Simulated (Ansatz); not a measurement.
# C2H7AlO2: a ladder of functionals and wavefunction methods

How much do the methods differ for C2H7AlO2? The plan is to run it at one geometry with functionals of several rungs and with coupled cluster, and see how far each lands from CCSD(T) at the basis-set limit for the atomisation energy.

Program: Ansatz 0.2.0, Gaussian basis. Level of theory: functionals in def2-TZVPP, the program's frozen cores in correlated methods. These are calculated values, not measurements.

The runs, in order: PBE-D4, r2SCAN-D4, PBE0-D4, B3LYP-D4, ωB97X-V, ωB97M-V, B2PLYP; CCSD(T)/def2-TZVPP; MP2/def2-QZVPP; extrapolation to the limit.

## 1. Structure used throughout

The geometry comes from an earlier relaxation with PBE0-D4 in a triple-zeta def2 set; it is a stationary point, not always the lowest conformer.

12 atoms, charge 0, spin multiplicity 1.

Atoms are counted from 1 here; the program's logs count them from 0.

Bond lengths: C1–O2 1.417 Å, C1–H6 1.097 Å, C1–H7 1.094 Å, C1–H8 1.089 Å, O2–C3 1.343 Å, C3–Al5 1.960 Å, C3–H9 1.098 Å, O4–Al5 1.931 Å, O4–H10 0.962 Å, Al5–H11 1.590 Å, Al5–H12 1.582 Å. Angles: O2–C1–H6 110.5°, O2–C1–H7 110.6°, O2–C1–H8 107.3°, H6–C1–H7 109.5°, H6–C1–H8 109.5°, H7–C1–H8 109.4°, C1–O2–C3 115.7°, O2–C3–Al5 124.7°, O2–C3–H9 112.7°, Al5–C3–H9 122.4°, Al5–O4–H10 120.3°, C3–Al5–O4 49.1°, C3–Al5–H11 115.4°, C3–Al5–H12 120.6°, O4–Al5–H11 109.6°, O4–Al5–H12 112.3°, H11–Al5–H12 123.5°.

## 2. PBE-D4 (GGA)

Contents of in.yaml:

```yaml
crystal:
  periodic: [false, false, false]
  atoms:
    - {symbol: C, position_ang: [-1.371491, -0.636919, 1.319279]}
    - {symbol: O, position_ang: [-0.694082, 0.499229, 0.811117]}
    - {symbol: C, position_ang: [0.489624, 0.257425, 0.224706]}
    - {symbol: O, position_ang: [0.227326, -0.379728, -1.236550]}
    - {symbol: Al, position_ang: [1.216341, 1.278343, -1.282226]}
    - {symbol: H, position_ang: [-0.708238, -1.222535, 1.967017]}
    - {symbol: H, position_ang: [-1.733442, -1.267383, 0.502244]}
    - {symbol: H, position_ang: [-2.219356, -0.275329, 1.899266]}
    - {symbol: H, position_ang: [1.064239, -0.525974, 0.735773]}
    - {symbol: H, position_ang: [0.684633, -1.219794, -1.338537]}
    - {symbol: H, position_ang: [2.738085, 0.982070, -1.635873]}
    - {symbol: H, position_ang: [0.383359, 2.455295, -1.932217]}
basis:
  gaussian: {orbitals: def2-TZVPP}
hamiltonian: {xc: pbe, dispersion: d4}
output: {forces: true, orbitals: {seedname: orbitals}}
```

On the command line:

```sh
$ ansatz run in.yaml --threads 4 --pin off --events-out ev --progress --plain --max-ram 10444MiB
```

Further steps of the session: r2SCAN-D4 (meta-GGA); PBE0-D4 (hybrid); B3LYP-D4 (hybrid); ωB97X-V (range-separated); ωB97M-V (range-separated); B2PLYP (double hybrid); CCSD(T) in def2-TZVPP; MP2 in def2-QZVPP.

**Question.** What will the summary of the whole plan be? Wanted: atomisation energy, CCSD(T)/CBS; farthest; mean size of error, hybrid; mean size of error, range-separated; gap, smallest and largest; T1 diagnostic; triples share of the correlation energy.

**Answer**, as computed:

```
                               quantity                                  value
        atomisation energy, CCSD(T)/CBS                        1005.0 kcal/mol
functionals within 5.0 kcal/mol (0.5 %)  r2SCAN-D4, B3LYP-D4, ωB97X-V, ωB97M-V
                               farthest                PBE-D4 (+17.3 kcal/mol)
             mean size of error, hybrid                           4.7 kcal/mol
    mean size of error, range-separated                           1.4 kcal/mol
              gap, smallest and largest   4.97 eV (PBE-D4), 11.43 eV (ωB97X-V)
                          T1 diagnostic                                 0.0131
triples share of the correlation energy                                  3.7 %
```

**Reading.** PBE-D4 is off by +17.3 kcal/mol. Double hybrids carry the basis error of their MP2 part in triple zeta, and no dispersion term here, so their miss is partly the set-up's. The reference freezes the cores and leaves out relativity and excitations past (T), so misses under about 5.0 kcal/mol can't be ranked. Hartree-Fock recovers 70 % of the binding; the rest is correlation. Orbital gaps span 5.0 to 11.4 eV; exact exchange widens them.
